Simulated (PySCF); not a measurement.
# C₂H₆F₂GeS: magnetic properties

What do calculations give for the magnetic properties of C₂H₆F₂GeS (`C[S][GeH2][CH](F)F`)?

Computed with PySCF 2.14.0 and routines of our own; the level stands in each step. Atoms count from 0.

## (1) The system as given

12 atoms, charge 0, multiplicity 1; geometry from: GFN2-xTB.

## (2) Magnetic properties: GIAO HF/pcSseg-1

The job: settings as JSON, then the geometry in Å.

```
{"job": {"kind": "mag", "xc": "HF", "basis": "pcSseg-1", "isotopologues": 2}, "charge": 0, "multiplicity": 1}
C      2.520848    -0.066656     0.079188
S      0.962272    -0.362927    -0.829531
Ge    -0.496941     0.183253     0.732249
C     -2.332112    -0.123560    -0.032841
F     -2.884232    -1.206552     0.572870
F     -3.126072     0.936063     0.271364
H      2.563089    -0.701510     0.958680
H      3.321670    -0.326294    -0.604640
H      2.594855     0.980040     0.357003
H     -0.349511    -0.666321     1.975422
H     -0.378909     1.636336     1.140777
H     -2.393759    -0.282557    -1.117129
```

With the program's defaults for keys left out, this is: GIAO HF/pcSseg-1 magnetisability, rotational g tensor and spin-rotation constants, non-relativistic, gas phase.

Run with:

```console
> OMP_NUM_THREADS=1 python excited_run.py task.json out
```

One launch serves the whole session: the jobs run in the order shown.

Output:

```text
final grid: 102640 points
cycle   1  E = -2750.5364795546  dE = -6.636e-02  |g| = 8.772e-01  |ddm| = 3.037e+00
cycle   2  E = -2750.6500900622  dE = -1.136e-01  |g| = 5.381e-01  |ddm| = 8.219e-01
cycle   3  E = -2750.6904586113  dE = -4.037e-02  |g| = 6.397e-02  |ddm| = 2.891e-01
cycle   4  E = -2750.6919044883  dE = -1.446e-03  |g| = 1.997e-02  |ddm| = 8.644e-02
cycle   5  E = -2750.6920540094  dE = -1.495e-04  |g| = 4.974e-03  |ddm| = 2.933e-02
cycle   6  E = -2750.6920670219  dE = -1.301e-05  |g| = 1.484e-03  |ddm| = 8.965e-03
cycle   7  E = -2750.6920683560  dE = -1.334e-06  |g| = 4.835e-04  |ddm| = 2.901e-03
cycle   8  E = -2750.6920684775  dE = -1.214e-07  |g| = 1.104e-04  |ddm| = 8.871e-04
cycle   9  E = -2750.6920684847  dE = -7.194e-09  |g| = 3.415e-05  |ddm| = 2.288e-04
cycle  10  E = -2750.6920684852  dE = -5.698e-10  |g| = 8.288e-06  |ddm| = 6.871e-05
converged SCF energy = -2750.6920684852

Magnetisability tensor (1e-30 J/T^2)
    -1417.43      -11.48      -45.75
      -11.48    -1348.22       -1.21
      -45.75       -1.21    -1318.39
isotropic -1361.34   principal values   -1436.73  -1347.01  -1300.29
isotropic susceptibility -81.982 1e-6 cm^3/mol

Inertial axes            a          b          c
rot. const./GHz      4.5511     0.9289     0.8902
chi total           -84.412    -81.029    -80.505
chi diamagnetic    -352.500  -1320.196  -1369.809
chi paramagnetic    268.088   1239.167   1289.304
quadrupole/D A        0.391      0.676     -1.067
g nuclear            0.5387     0.5322     0.5312
g electronic        -0.5732    -0.5407    -0.5392
g total             -0.0345    -0.0086    -0.0080

Spin-rotation constants (kHz, H = +C I.J)
atom  isotope        aa         bb         cc
  4    19F        1.687      0.648      0.811
  5    19F        2.401      1.079      0.262
  6     1H       -0.478     -0.103      0.013
  7     1H       -0.089     -0.068     -0.092
  8     1H       -0.479     -0.013     -0.072
  9     1H       -0.419     -0.087      0.029
 10     1H       -0.420      0.010     -0.063
 11     1H       -0.434      0.009     -0.040
  0    13C*       0.551      0.112      0.108
  1    33S*       0.254      0.130      0.141
  2   73Ge*      -1.089     -0.248     -0.231
  3    13C*       1.260      0.248      0.236
* in the singly substituted isotopologue

Isotopologues: g along a, b, c
2H    at 6,7,8,9,10,11     -0.0310    -0.0082    -0.0074
13C   at 0                 -0.0345    -0.0085    -0.0079
```

Run time: 33 s. Hardware: 1 thread of Arm Neoverse N1, shared host; peak memory 0.78 GiB.

From this job:

```
              quantity                      value
       magnetisability           -1361·10⁻³⁰ J/T²
  molar susceptibility         -82.0·10⁻⁶ cm³/mol
rotational g (a, b, c)  -0.0345, -0.0086, -0.0080
```

Orbitals, density, ELF and potential are computed afterwards from the orbital file.

Frontier orbitals at HF/pcSseg-1, with the share of their density that lies nearest to each atom:

```
orbital  energy (eV)                                       lies on
   HOMO       -10.01                                       S1 80 %
   LUMO         3.07  S1 17 %; Ge2 13 %; 4 H atoms about 11 % each
```

ELF in a plane through or near 6 of the atoms.

Ten even steps from ' ' (0.00) to '@' (1.00):
```
                                                        
                                                        
                                                        
                                                        
                          ..::::..                      
                        ..--====::                      
              ....      ..==++==::      ..::..          
            ::====::    ..::........    --++==..        
            --####==..  ::..**##::====::==**++--        
          ..--++==++::::++..****..%%%%==**++==::        
        ==####::==++##++%%**....--@@++==--::..          
      --@@@@@@%%==%%##::--%%**--==##++::==..            
      ==@@@@@@@@++##::##**++==..  ++@@@@@@::            
      ..@@@@@@**..====--::**--    ++@@@@@@**            
        ::##++    ==%%%%%%##--    --@@@@@@##            
          ..      ==##@@%%##--    ..@@@@@@==            
                  ::++##**==..      ..--..              
                    ::----..                            
                                                        
                                                        
```
The map spans 11.9 Å across and 8.1 Å up, centred on the molecule. Atoms in the plane (x, y in Å): C0 (-2.5, -0.2), S1 (-1.0, -1.2), Ge2 (0.5, 0.5), C3 (2.3, -0.4), H7 (-3.3, -0.9), H11 (2.4, -1.4).

log10 of the density (e/Å³) in the same plane.

Values, 10 rows by 14 columns:
```
-4.0 -4.0 -4.0 -4.0 -4.0 -4.0 -4.0 -4.0 -4.0 -4.0 -4.0 -4.0 -4.0 -4.0
-4.0 -4.0 -4.0 -4.0 -4.0 -3.7 -2.9 -2.6 -2.7 -3.3 -4.0 -4.0 -4.0 -4.0
-4.0 -4.0 -3.9 -3.1 -2.9 -2.7 -2.0 -1.4 -1.7 -2.5 -3.1 -3.7 -4.0 -4.0
-4.0 -4.0 -2.9 -2.0 -1.6 -2.0 -1.3 -0.5 -0.8 -1.8 -1.5 -1.8 -3.3 -4.0
-4.0 -3.4 -2.1 -0.8 -0.2 -1.1 -0.8  1.4  0.3 -0.6 -0.2 -0.6 -2.2 -4.0
-4.0 -2.9 -1.4 -0.1  1.7 -0.2 -0.1  0.0 -0.2  0.4  0.1 -0.9 -2.3 -4.0
-4.0 -2.9 -1.2  0.1 -0.3  0.1  1.1 -0.6 -1.1  0.0 -0.1 -1.7 -3.1 -4.0
-4.0 -3.6 -2.2 -1.5 -1.4 -0.4 -0.2 -1.1 -2.0 -1.0 -1.0 -2.3 -3.6 -4.0
-4.0 -4.0 -3.6 -3.0 -2.1 -1.3 -1.2 -1.9 -2.8 -2.3 -2.3 -3.2 -4.0 -4.0
-4.0 -4.0 -4.0 -4.0 -3.4 -2.7 -2.6 -3.1 -4.0 -4.0 -4.0 -4.0 -4.0 -4.0
```
The map spans 11.9 Å across and 8.1 Å up, centred on the molecule. Atoms in the plane (x, y in Å): C0 (-2.5, -0.2), S1 (-1.0, -1.2), Ge2 (0.5, 0.5), C3 (2.3, -0.4), H7 (-3.3, -0.9), H11 (2.4, -1.4).

On the surface of density 0.002 e/bohr³ the electrostatic potential runs, from the 1st to the 99th percentile, from -1.04 V near F4 to 1.77 V near H9.

## (3) Magnetic properties: GIAO revPBE/ANO-RCC-VDZP

Settings changed since step 2:

```diff
@@ -1,2 +1,2 @@
-{"job": {"kind": "mag", "xc": "HF", "basis": "pcSseg-1", "isotopologues": 2}, "charge": 0, "multiplicity": 1}
+{"job": {"kind": "mag", "xc": "revPBE", "basis": "ANO-RCC-VDZP"}, "charge": 0, "multiplicity": 1}
 C      2.520848    -0.066656     0.079188
```

Method: GIAO revPBE/ANO-RCC-VDZP magnetisability, rotational g tensor and spin-rotation constants, non-relativistic, gas phase.

ANO-RCC is contracted for a relativistic Hamiltonian, so without one its core functions misfit and properties at heavier nuclei are off.

Output:

```text
coarse grid: 49528 points
cycle   1  E = -2740.9345013261  dE =  5.288e-01  |g| = 9.574e-01  |ddm| = 4.532e+00
cycle   2  E = -2740.5992200422  dE =  3.353e-01  |g| = 1.740e+00  |ddm| = 1.894e+00
cycle   3  E = -2741.0550970846  dE = -4.559e-01  |g| = 1.828e-01  |ddm| = 1.413e+00
cycle   4  E = -2741.0611112369  dE = -6.014e-03  |g| = 4.992e-02  |ddm| = 1.810e-01
cycle   5  E = -2741.0614016523  dE = -2.904e-04  |g| = 1.451e-02  |ddm| = 4.793e-02
cycle   6  E = -2741.0614615650  dE = -5.991e-05  |g| = 4.166e-03  |ddm| = 2.860e-02
cycle   7  E = -2741.0614669432  dE = -5.378e-06  |g| = 7.110e-04  |ddm| = 6.875e-03
final grid: 102640 points
cycle   8  E = -2741.0615034784  dE =  2.193e-07  |g| = 1.148e-03  |ddm| = 3.084e-03
cycle   9  E = -2741.0615026356  dE =  8.428e-07  |g| = 2.092e-03  |ddm| = 4.945e-03
cycle  10  E = -2741.0615038757  dE = -1.240e-06  |g| = 2.198e-04  |ddm| = 3.029e-03
cycle  11  E = -2741.0615038850  dE = -9.395e-09  |g| = 4.238e-05  |ddm| = 2.532e-04
cycle  12  E = -2741.0615038855  dE = -4.466e-10  |g| = 6.511e-06  |ddm| = 5.559e-05
converged SCF energy = -2741.0615038855

Magnetisability tensor (1e-30 J/T^2)
    -1357.15      -14.80      -51.46
      -14.80    -1321.01       -0.61
      -51.46       -0.61    -1290.17
isotropic -1322.78   principal values   -1387.73  -1319.08  -1261.53
isotropic susceptibility -79.659 1e-6 cm^3/mol

Inertial axes            a          b          c
rot. const./GHz      4.5511     0.9289     0.8902
chi total           -80.715    -79.388    -78.875
chi diamagnetic    -351.487  -1317.759  -1367.327
chi paramagnetic    270.772   1238.371   1288.452
quadrupole/D A        2.029     -0.105     -1.924
g nuclear            0.5387     0.5322     0.5312
g electronic        -0.5789    -0.5404    -0.5388
g total             -0.0403    -0.0083    -0.0077

Spin-rotation constants (kHz, H = +C I.J)
atom  isotope        aa         bb         cc
  4    19F        3.032      0.966      1.146
  5    19F        3.843      1.417      0.591
  6     1H       -0.469     -0.102      0.023
  7     1H       -0.064     -0.067     -0.092
  8     1H       -0.470     -0.005     -0.069
  9     1H       -0.382     -0.086      0.032
 10     1H       -0.379      0.013     -0.062
 11     1H       -0.416      0.017     -0.034
  0    13C*       0.610      0.129      0.126
  1    33S*       0.446      0.167      0.185
  2   73Ge*      -0.685     -0.241     -0.215
  3    13C*       1.406      0.299      0.278
* in the singly substituted isotopologue
```

It took 1.9 min on 1 thread of Arm Neoverse N1, shared host; peak memory 0.66 GiB.

In short:

```
              quantity                      value
       magnetisability           -1323·10⁻³⁰ J/T²
  molar susceptibility         -79.7·10⁻⁶ cm³/mol
rotational g (a, b, c)  -0.0403, -0.0083, -0.0077
```

## (4) Magnetic properties: common gauge origin KT2/def2-SVP

Settings changed since step 3:

```diff
@@ -1,2 +1,2 @@
-{"job": {"kind": "mag", "xc": "revPBE", "basis": "ANO-RCC-VDZP"}, "charge": 0, "multiplicity": 1}
+{"job": {"kind": "mag", "xc": "KT2", "basis": "def2-SVP", "gauge": [0, 0, 0]}, "charge": 0, "multiplicity": 1}
 C      2.520848    -0.066656     0.079188
```

Level: common gauge origin KT2/def2-SVP magnetisability, rotational g tensor and spin-rotation constants, non-relativistic, gas phase.

Output:

```text
coarse grid: 49528 points
cycle   1  E = -2769.5531052458  dE = -8.809e-02  |g| = 8.381e-01  |ddm| = 3.480e+00
cycle   2  E = -2769.2229596681  dE =  3.301e-01  |g| = 1.601e+00  |ddm| = 1.936e+00
cycle   3  E = -2769.6780925203  dE = -4.551e-01  |g| = 9.706e-02  |ddm| = 1.325e+00
cycle   4  E = -2769.6803626943  dE = -2.270e-03  |g| = 3.999e-02  |ddm| = 1.764e-01
cycle   5  E = -2769.6807994012  dE = -4.367e-04  |g| = 1.067e-02  |ddm| = 6.387e-02
cycle   6  E = -2769.6808309590  dE = -3.156e-05  |g| = 3.816e-03  |ddm| = 1.850e-02
cycle   7  E = -2769.6808344753  dE = -3.516e-06  |g| = 6.978e-04  |ddm| = 4.435e-03
final grid: 102640 points
cycle   8  E = -2769.6807621428  dE =  8.529e-08  |g| = 1.059e-03  |ddm| = 2.233e-03
cycle   9  E = -2769.6807616908  dE =  4.520e-07  |g| = 1.768e-03  |ddm| = 3.186e-03
cycle  10  E = -2769.6807623773  dE = -6.865e-07  |g| = 1.465e-04  |ddm| = 2.037e-03
cycle  11  E = -2769.6807623815  dE = -4.121e-09  |g| = 2.577e-05  |ddm| = 1.358e-04
cycle  12  E = -2769.6807623816  dE = -1.219e-10  |g| = 6.995e-06  |ddm| = 2.957e-05
converged SCF energy = -2769.6807623816

Magnetisability tensor (1e-30 J/T^2)
    -3661.28     -307.54    -1529.20
     -307.54    -9841.41      363.78
    -1529.20      363.78    -9205.48
isotropic -7569.39   principal values  -10037.16  -9426.47  -3244.55
isotropic susceptibility -455.839 1e-6 cm^3/mol

Inertial axes            a          b          c
rot. const./GHz      4.5511     0.9289     0.8902
chi total          -200.303   -565.698   -601.517
chi diamagnetic    -348.470  -1314.375  -1364.152
chi paramagnetic    148.167    748.677    762.635
quadrupole/D A        2.326     -0.431     -1.895
g nuclear            0.5387     0.5322     0.5312
g electronic        -0.3168    -0.3267    -0.3189
g total              0.2219     0.2054     0.2122

Spin-rotation constants (kHz, H = +C I.J)
atom  isotope        aa         bb         cc
  4    19F        1.987      0.710      0.892
  5    19F        2.931      1.135      0.395
  6     1H       -0.796     -0.027      0.040
  7     1H       -0.401      0.499      0.421
  8     1H       -0.828      0.101     -0.013
  9     1H        0.449     -0.177     -0.178
 10     1H        0.751     -0.320      0.024
 11     1H       -0.927     -0.371     -0.406
  0    13C*       0.303      0.162      0.134
  1    33S*       0.323      0.133      0.140
  2   73Ge*      -1.066     -0.245     -0.227
  3    13C*       0.885      0.088      0.065
* in the singly substituted isotopologue
```

Wall time 20 s (1 thread of Arm Neoverse N1, shared host); peak memory 0.56 GiB.

A normal end doesn't make this result sound: a common gauge origin replaces GIAOs, so the magnetic properties depend on where the origin lies.

## (5) The levels compared

```
                   level  ξ (10⁻³⁰ J/T²)     g(a)     g(b)  gap (eV)  functions     time
        GIAO HF/pcSseg-1           -1361  -0.0345  -0.0086     13.09        163     33 s
GIAO revPBE/ANO-RCC-VDZP           -1323  -0.0403  -0.0083      4.72        131  1.9 min
```

## (6) What came out

```
                                         quantity                               value
       magnetisability (step 2, GIAO HF/pcSseg-1)                    -1361·10⁻³⁰ J/T²
  molar susceptibility (step 2, GIAO HF/pcSseg-1)                  -82.0·10⁻⁶ cm³/mol
rotational g (a, b, c) (step 2, GIAO HF/pcSseg-1)           -0.0345, -0.0086, -0.0080
            surface potential, 1st and 99th percentile                  -1.04 V and 1.77 V
                  magnetisability over the levels           -1361 to -1323·10⁻³⁰ J/T²
                                             runs  0 failed, 1 ended on unsound input
```

**Reading.** Steps that list no spin-orbit terms leave them out, which matters at and beside the heavy atoms. The magnetisability spreads by 2.9 % over 2 levels, from GIAO HF/pcSseg-1 (33 s) to GIAO revPBE/ANO-RCC-VDZP (1.9 min); the runs took 33 s to 1.9 min. Two levels can agree by chance, so this spread shows no convergence. Vibrational averaging and real surroundings are missing from these values.
